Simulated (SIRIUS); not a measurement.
A run of SIRIUS 7.12.0:

File sirius.json:

```json
{
  "control": {
    "processing_unit": "cpu",
    "verbosity": 2,
    "num_bands_to_print": 32,
    "print_forces": true,
    "print_stress": true
  },
  "parameters": {
    "electronic_structure_method": "pseudopotential",
    "xc_functionals": ["XC_GGA_X_PBE", "XC_GGA_C_PBE"],
    "gk_cutoff": 9.2,
    "pw_cutoff": 18.4,
    "ngridk": [7, 5, 5],
    "shiftk": [0, 0, 0],
    "smearing": "fermi_dirac",
    "smearing_width": 0.0018374661,
    "num_bands": 32,
    "num_mag_dims": 0,
    "num_dft_iter": 100,
    "energy_tol": 1e-08,
    "density_tol": 1e-06
  },
  "iterative_solver": {
    "type": "davidson",
    "min_tolerance": 1e-10
  },
  "mixer": {
    "type": "anderson",
    "beta": 0.7,
    "max_history": 8
  },
  "settings": {
    "tol_ne": 1e-10,
    "pseudo_grid_cutoff": 6.5
  },
  "unit_cell": {
    "lattice_vectors": [
      [7.283080073353, 0.271818205766, 0.170302118351],
      [-0.478478654755, 10.444478496284, 0.311256789987],
      [-0.910791300286, -3.641880187379, 10.809705864391]
    ],
    "atom_coordinate_units": "lattice",
    "atom_types": ["H", "Pb", "N", "O"],
    "atom_files": {
      "Pb": "Pb.json",
      "N": "N.json",
      "H": "H.json",
      "O": "O.json"
    },
    "atoms": {
      "H": [
        [0.094166, 0.652494, 0.550054]
      ],
      "Pb": [
        [0.605285, 0.515642, 0.155095]
      ],
      "N": [
        [0.92822, 0.966293, 0.95871]
      ],
      "O": [
        [0.016478, 0.129581, 0.877625],
        [0.709778, 0.001138, 0.128668],
        [0.007816, 0.744539, 0.869683],
        [0.104785, 0.589885, 0.374456]
      ]
    }
  }
}
```

Potentials or basis: PseudoDojo 0.4.1 PBE standard (scalar relativistic).

Run with:

```console
$ upf_to_json Pb.upf
$ upf_to_json N.upf
$ upf_to_json H.upf
$ upf_to_json O.upf
$ OMP_NUM_THREADS=4 sirius.scf --input=sirius.json --output=out.json --task=0
```

Hardware: 4 threads of Intel(R) Xeon(R) Platinum 8488C (Sapphire Rapids) (shared host).

Question: Estimate the wall time of this run.

Answer: Run time: 3.8 min on 4 threads of Intel(R) Xeon(R) Platinum 8488C (Sapphire Rapids) (shared host), peak memory 3 GiB. Counts: scf iterations 20, k points 88, plane waves 10989, bands 32.
